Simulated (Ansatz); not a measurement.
# Cr (Cr, simple cubic): the cost of one run

Method: DFT LDA (PW92), plane waves (420 eV) with PAW, scalar-relativistic; the PAW data stem from PBE, with regenerated cores, in Ansatz 0.2.0.

## 1. Starting point

It takes space group Pm-3m (No. 221, cubic). The conventional cell has a = 2.348 Å, b = 2.348 Å, c = 2.348 Å, α = 90.00°, β = 90.00°, γ = 90.00°. Cr (site symmetry m-3m) is surrounded by 6 Cr at 2.35 Å.

Coordinates:

```
CELL_PARAMETERS angstrom
0.00000 2.34843 2.34843
2.34843 0.00000 2.34843
2.34843 2.34843 0.00000
ATOMIC_POSITIONS crystal
Cr 0.00000 0.00000 0.00000
Cr 0.50000 0.50000 0.50000
```

Starting moments (μB): +1.5, -1.5.

## 2. Geometry optimisation

input.yaml reads:

```yaml
crystal:
  lattice:
    - [0.0, 2.3484326893, 2.3484326893]
    - [2.3484326893, 0.0, 2.3484326893]
    - [2.3484326893, 2.3484326893, 0.0]
  atoms:
    - { symbol: Cr, position: [0.0, 0.0, 0.0], spin: 1.5 }
    - { symbol: Cr, position: [0.5, 0.5, 0.5], spin: -1.5 }
hamiltonian:
  xc: lda
  pseudopotentials:
    kind: paw
    azcp:
      Cr: "pseudopotentials/Cr.paw.azcp"
basis:
  ecutwfc: 420
  fft_grid_basis: typed
kpoints:
  mp_grid: { grid: [12, 12, 12], shift: [0, 0, 0] }
magnetization:
  spin_polarized: true
scf:
  occupations: { method: fermi_dirac, width: 0.05 }
relax:
  max_steps: 60
  f_tol: 0.01
  cell: {}
```

The run is started by

```console
> ansatz run input.yaml --threads 2 --pin off --max-ram 5120MiB --backend cpu --events-out ev --progress --plain --runs-dir out
```

What time and memory should one allow on 2 threads of AMD EPYC 7R43 (Zen 3), shared host?

About 14 s, with a peak of 0.41 GiB.
